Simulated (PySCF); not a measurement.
# CH6B3N3S: excited states, first hyperpolarisability

What do calculations give for the excited states, first hyperpolarisability of CH6B3N3S (`S=CB1NBNBN1`)?

Programs: PySCF 2.14.0, with routines of our own; each step states its level. All values are computed. Atoms count from 0.

### Step 1. The system as given

14 atoms, charge 0, multiplicity 1; geometry from: GFN2-xTB.

### Step 2. Relaxing the molecule at PBE0-D3(BJ)/def2-SVP

Job settings and geometry (Å):

```
{"job": {"xc": "PBE0", "basis": "def2-SVP", "d3": "d3bj", "grid": 2, "kind": "geom"}, "charge": 0, "multiplicity": 1}
S     -2.284483    -2.693639    -0.700968
C     -2.129276    -1.173254    -0.137955
B     -0.769563    -0.397785    -0.042107
N      0.437991    -1.005915    -0.453243
B      1.691121    -0.348492    -0.385496
N      1.683911     0.974994     0.124647
B      0.513213     1.644550     0.554796
N     -0.708264     0.926750     0.458158
H     -3.052119    -0.691266     0.186827
H      0.386902    -1.950235    -0.808933
H      2.682320    -0.870166    -0.731836
H      2.562330     1.466589     0.184998
H      0.545509     2.740285     0.972624
H     -1.560270     1.377111     0.756320
```

Command:

```console
OMP_NUM_THREADS=1 python excited_run.py task.json out
```

The driver reads the jobs from task.json and runs them one after another.

What it wrote:

```text
step   0  E = -678.15679769  max force = 0.016532
step   1  E = -678.15886236  max force = 0.002775
step   2  E = -678.15884682  max force = 0.002331
step   3  E = -678.15888499  max force = 0.000483
step   4  E = -678.15888654  max force = 0.000048
optimisation converged
```

Run time: 44 s. Hardware: 1 thread of Intel Xeon 6975P-C, shared host; peak memory 0.71 GiB.

The steps of the relaxation:

```tsv
step	energy from step 0 (eV)	largest force component (eV/Å)
0	0.0000	0.8501
1	-0.0562	0.1427
2	-0.0558	0.1199
3	-0.0568	0.0248
4	-0.0568	0.0025
```

Distances of close pairs at the start and the end, largest changes first:

```tsv
bond	before (Å)	after (Å)	change (Å)
B4–H10	1.172	1.209	+0.036
B6–H12	1.173	1.209	+0.036
C1–B2	1.568	1.584	+0.016
C1–H8	1.091	1.105	+0.014
B4–N5	1.418	1.430	+0.012
B6–N7	1.420	1.430	+0.010
B2–N7	1.417	1.427	+0.009
N5–B6	1.416	1.425	+0.009
```

The next job starts from the end point, and lists it.

```tsv
at the end point	value
point group (found at 0.08 Å tolerance)	Cs
rotational constants (GHz, main isotopes)	4.648, 0.969, 0.802
dipole moment (D)	1.83
```

### Step 3. Excited states: TDA CAM-B3LYP/def2-TZVP

Job settings and geometry (Å):

```
{"job": {"kind": "states", "xc": "CAM-B3LYP", "basis": "def2-TZVP", "tda": true, "soc": true, "nstates": 6, "ntriplets": 5, "nquad": 4}, "charge": 0, "multiplicity": 1}
S     -2.287230    -2.728713    -0.679655
C     -2.167829    -1.209082    -0.123234
B     -0.798774    -0.417035    -0.028650
N      0.414851    -1.026044    -0.446185
B      1.670066    -0.357766    -0.379169
N      1.669191     0.977473     0.132793
B      0.485446     1.641475     0.566123
N     -0.743946     0.916920     0.473941
H     -3.093952    -0.704511     0.206846
H      0.346593    -1.976491    -0.799104
H      2.693534    -0.891148    -0.737631
H      2.549087     1.473055     0.190348
H      0.514934     2.771281     0.995030
H     -1.596851     1.369922     0.776761
```

Method: TDA CAM-B3LYP/def2-TZVP excited states, vertical, gas phase, spin-orbit mean-field couplings.

What it wrote:

```text
coarse grid: 12880 points
cycle   1  E = -678.8573650534  dE =  1.298e+00  |g| = 5.982e-01  |ddm| = 2.966e+00
cycle   2  E = -678.8419822192  dE =  1.538e-02  |g| = 7.077e-01  |ddm| = 8.277e-01
cycle   3  E = -678.9460791833  dE = -1.041e-01  |g| = 7.242e-02  |ddm| = 4.241e-01
cycle   4  E = -678.9467481499  dE = -6.690e-04  |g| = 5.908e-02  |ddm| = 8.893e-02
cycle   5  E = -678.9475995230  dE = -8.514e-04  |g| = 9.244e-03  |ddm| = 4.851e-02
cycle   6  E = -678.9476264758  dE = -2.695e-05  |g| = 3.215e-03  |ddm| = 1.217e-02
cycle   7  E = -678.9476288621  dE = -2.386e-06  |g| = 8.972e-04  |ddm| = 4.362e-03
final grid: 121792 points
cycle   8  E = -678.9358003868  dE = -5.281e-05  |g| = 6.842e-03  |ddm| = 5.559e-02
cycle   9  E = -678.9357966613  dE =  3.725e-06  |g| = 8.063e-03  |ddm| = 8.124e-03
cycle  10  E = -678.9358094961  dE = -1.283e-05  |g| = 7.022e-04  |ddm| = 4.514e-03
cycle  11  E = -678.9358096018  dE = -1.057e-07  |g| = 4.555e-04  |ddm| = 8.395e-04
cycle  12  E = -678.9358096525  dE = -5.072e-08  |g| = 9.942e-05  |ddm| = 3.764e-04
cycle  13  E = -678.9358096554  dE = -2.891e-09  |g| = 3.632e-05  |ddm| = 1.153e-04
cycle  14  E = -678.9358096560  dE = -5.352e-10  |g| = 6.422e-06  |ddm| = 6.311e-05
converged SCF energy = -678.9358096560

Singlet excitations
state   eV       nm        f     d(h-e)  d(exc)  Lambda  PR(NTO)  |dmu|/D   mu/D   main configurations
  1   1.9394   639.3   0.00000   0.700   2.375   0.536   1.002    1.509    0.736   H->L 0.98
  2   5.1225   242.0   0.06404   2.246   3.449   0.501   1.056    7.663    8.966   H-1->L 0.51, H-2->L 0.45
  3   5.4636   226.9   0.28971   2.374   3.757   0.483   1.079    7.701    9.308   H-2->L 0.50, H-1->L 0.44
  4   5.8118   213.3   0.00211   0.533   2.725   0.477   1.022    2.007    3.679   H-5->L 0.63, H-6->L 0.27
  5   6.4478   192.3   0.01343   0.993   3.564   0.408   1.749                     H->L+2 0.51, H-3->L 0.27
  6   6.4715   191.6   0.00086   2.325   3.838   0.310   1.035                     H-4->L 0.64, H-5->L 0.13, H-8->L 0.11

Triplet excitations (Tamm-Dancoff)
state   eV     d(h-e)  d(exc)  Lambda  PR(NTO)   main configurations
  1   1.3508   0.674   2.346   0.536   1.004   H->L 0.98
  2   2.9145   0.130   2.286   0.712   1.009   H-3->L 0.50, H-1->L 0.46
  3   4.7685   2.176   3.367   0.413   1.008   H-2->L 0.82, H-1->L 0.10
  4   4.9873   0.129   2.443   0.499   1.024   H-5->L 0.49, H-6->L 0.42
  5   5.1829   2.590   3.763   0.643   1.050   H-1->L 0.38, H-3->L 0.34, H-2->L 0.13
S1 - T1 = 0.5885 eV

Spin-orbit couplings |<S|Hso|T>| (cm-1)
             T1       T2       T3       T4       T5
S0      184.862    0.245    0.236  138.365    0.531
S1        1.125  136.852    9.778  133.836   16.131
S2       49.119    0.068    0.047   36.493    0.041
S3       70.874    0.139    0.055   59.643    0.111
S4      120.752   92.905    9.872    3.304    8.903
S5       64.474    1.933    0.604   45.202    0.405
S6       35.192   35.636   10.774   19.278    6.920
T1 sublevels (cm-1): 0.000 0.184 4.357   radiative rates (1/s): 7.76 0.571 1.75e+03
```

It took 61 s on 1 thread of Intel Xeon 6975P-C, shared host; peak memory 1.2 GiB.

From this job:

```tsv
quantity	value
S1 less T1	0.59 eV
```

### Step 4. Excited states: TDDFT CAM-B3LYP/aug-cc-pVDZ

The job, as its differences from that of step 3:

```diff
@@ -1,2 +1,2 @@
-{"job": {"kind": "states", "xc": "CAM-B3LYP", "basis": "def2-TZVP", "tda": true, "soc": true, "nstates": 6, "ntriplets": 5, "nquad": 4}, "charge": 0, "multiplicity": 1}
+{"job": {"kind": "states", "xc": "CAM-B3LYP", "basis": "aug-cc-pVDZ", "tpa": true, "nstates": 8, "nquad": 6, "ntriplets": 0}, "charge": 0, "multiplicity": 1}
 S     -2.287230    -2.728713    -0.679655
```

With the program's defaults for keys left out, this is: TDDFT CAM-B3LYP/aug-cc-pVDZ excited states, vertical, gas phase, two-photon moments by quadratic response.

What it wrote:

```text
coarse grid: 12880 points
cycle   1  E = -678.7379234468  dE =  1.348e+00  |g| = 5.753e-01  |ddm| = 1.021e+01
cycle   2  E = -678.7206857681  dE =  1.724e-02  |g| = 6.813e-01  |ddm| = 2.166e+00
cycle   3  E = -678.8243071221  dE = -1.036e-01  |g| = 6.961e-02  |ddm| = 1.043e+00
cycle   4  E = -678.8250313453  dE = -7.242e-04  |g| = 5.610e-02  |ddm| = 2.076e-01
cycle   5  E = -678.8258515937  dE = -8.202e-04  |g| = 8.123e-03  |ddm| = 1.071e-01
cycle   6  E = -678.8258729689  dE = -2.138e-05  |g| = 2.144e-03  |ddm| = 2.359e-02
cycle   7  E = -678.8258745745  dE = -1.606e-06  |g| = 6.401e-04  |ddm| = 7.224e-03
final grid: 121792 points
cycle   8  E = -678.8523787258  dE = -2.334e-05  |g| = 5.779e-03  |ddm| = 1.356e-01
cycle   9  E = -678.8523766682  dE =  2.058e-06  |g| = 6.797e-03  |ddm| = 2.053e-02
cycle  10  E = -678.8523862951  dE = -9.627e-06  |g| = 5.023e-04  |ddm| = 1.017e-02
cycle  11  E = -678.8523863597  dE = -6.453e-08  |g| = 3.046e-04  |ddm| = 1.462e-03
cycle  12  E = -678.8523863856  dE = -2.592e-08  |g| = 9.627e-05  |ddm| = 6.933e-04
cycle  13  E = -678.8523863886  dE = -3.008e-09  |g| = 2.245e-05  |ddm| = 2.521e-04
cycle  14  E = -678.8523863889  dE = -3.031e-10  |g| = 5.198e-06  |ddm| = 9.827e-05
converged SCF energy = -678.8523863889

Singlet excitations
state   eV       nm        f     d(h-e)  d(exc)  Lambda  PR(NTO)  |dmu|/D   mu/D   delta(TPA)   sigma/GM   main configurations
  1   1.9110   648.8   0.00000   0.712   2.418   0.533   1.005    1.593    0.744        0.43      0.001   H->L 0.98
  2   4.9775   249.1   0.09449   2.034   3.425   0.537   1.087    6.848    8.257      264.65      2.402   H-1->L 0.70, H-2->L 0.26
  3   5.2893   234.4   0.21316   2.166   3.626   0.429   1.123    7.177    8.940      572.99      5.873   H-2->L 0.69, H-1->L 0.24
  4   5.7245   216.6   0.04505   1.504   4.057   0.171   1.019    5.440    4.983      170.92      2.052   H->L+1 0.52, H->L+3 0.23, H->L+2 0.09
  5   5.7666   215.0   0.00150   0.480   2.739   0.473   1.034    1.796    3.589        0.24      0.003   H-5->L 0.61, H-6->L 0.29
  6   6.1925   200.2   0.05859   0.519   4.200   0.182   1.011    3.509    5.460       64.15      0.901   H->L+3 0.31, H->L+6 0.26, H->L+7 0.11
  7   6.2462   198.5   0.06109   1.432   3.520   0.746   1.237                                            H-3->L 0.90
  8   6.4479   192.3   0.00037   2.343   3.864   0.309   1.035                                            H-4->L 0.64, H-5->L 0.14, H-8->L 0.11
```

It took 55 s on 1 thread of Intel Xeon 6975P-C, shared host; peak memory 0.97 GiB.

### Step 5. First hyperpolarisability: quadratic response CAM-B3LYP/aug-cc-pVDZ

The job, as its differences from that of step 4:

```diff
@@ -1,2 +1,2 @@
-{"job": {"kind": "states", "xc": "CAM-B3LYP", "basis": "aug-cc-pVDZ", "tpa": true, "nstates": 8, "nquad": 6, "ntriplets": 0}, "charge": 0, "multiplicity": 1}
+{"job": {"kind": "beta", "xc": "CAM-B3LYP", "basis": "aug-cc-pVDZ"}, "charge": 0, "multiplicity": 1}
 S     -2.287230    -2.728713    -0.679655
```

With the program's defaults for keys left out, this is: quadratic response CAM-B3LYP/aug-cc-pVDZ first hyperpolarisability, Taylor convention, gas phase.

What it wrote:

```text
coarse grid: 12880 points
cycle   1  E = -678.7379234468  dE =  1.348e+00  |g| = 5.753e-01  |ddm| = 1.021e+01
cycle   2  E = -678.7206857681  dE =  1.724e-02  |g| = 6.813e-01  |ddm| = 2.166e+00
cycle   3  E = -678.8243071221  dE = -1.036e-01  |g| = 6.961e-02  |ddm| = 1.043e+00
cycle   4  E = -678.8250313453  dE = -7.242e-04  |g| = 5.610e-02  |ddm| = 2.076e-01
cycle   5  E = -678.8258515937  dE = -8.202e-04  |g| = 8.123e-03  |ddm| = 1.071e-01
cycle   6  E = -678.8258729689  dE = -2.138e-05  |g| = 2.144e-03  |ddm| = 2.359e-02
cycle   7  E = -678.8258745745  dE = -1.606e-06  |g| = 6.401e-04  |ddm| = 7.224e-03
final grid: 121792 points
cycle   8  E = -678.8523787258  dE = -2.334e-05  |g| = 5.779e-03  |ddm| = 1.356e-01
cycle   9  E = -678.8523766682  dE =  2.058e-06  |g| = 6.797e-03  |ddm| = 2.053e-02
cycle  10  E = -678.8523862951  dE = -9.627e-06  |g| = 5.023e-04  |ddm| = 1.017e-02
cycle  11  E = -678.8523863597  dE = -6.453e-08  |g| = 3.046e-04  |ddm| = 1.462e-03
cycle  12  E = -678.8523863856  dE = -2.592e-08  |g| = 9.627e-05  |ddm| = 6.933e-04
cycle  13  E = -678.8523863886  dE = -3.008e-09  |g| = 2.245e-05  |ddm| = 2.521e-04
cycle  14  E = -678.8523863889  dE = -3.031e-10  |g| = 5.198e-06  |ddm| = 9.827e-05
converged SCF energy = -678.8523863889

Lowest singlets (eV, f): 1.9110 0.0000  4.9775 0.0945  5.2893 0.2132

First hyperpolarisability (au)
process     nm      |vector|   parallel      HRS      DR
static         -      428.79     220.47      174.3   5.332
shg       1907.0      480.50     246.15     195.15   5.336
eope      1907.0      445.16     228.61          -       -
eope      1064.0      484.46     248.11          -       -
```

Wall time 44 s (1 thread of Intel Xeon 6975P-C, shared host); peak memory 1 GiB.

Warnings kept with the result: second harmonic within 0.3 eV of the first excitation or beyond it: left out.

### Step 6. What came out

| quantity | value |
| --- | --- |
| point group | Cs |
| rotational constants (main isotopes) | 4.65, 0.97, 0.80 GHz |
| S1 less T1 (step 3, TDA CAM-B3LYP/def2-TZVP) | 0.59 eV |
| β vector (step 5, quadratic response CAM-B3LYP/aug-cc-pVDZ) | static 429, SHG 1907.0 nm 480 au |

What this shows: Over 4 steps the energy fell by 0.057 eV; of the close pairs, B4–H10 changed most, 1.172 to 1.209 Å. In step 3, the number of triplets below S1 is 1, and the largest singlet-triplet spin-orbit coupling is S0–T1, 184.86 cm⁻¹. β grows from 429 au (static) to 480 au for doubling at 1907.0 nm: normal dispersion, which grows as twice the photon energy moves toward the bright states.
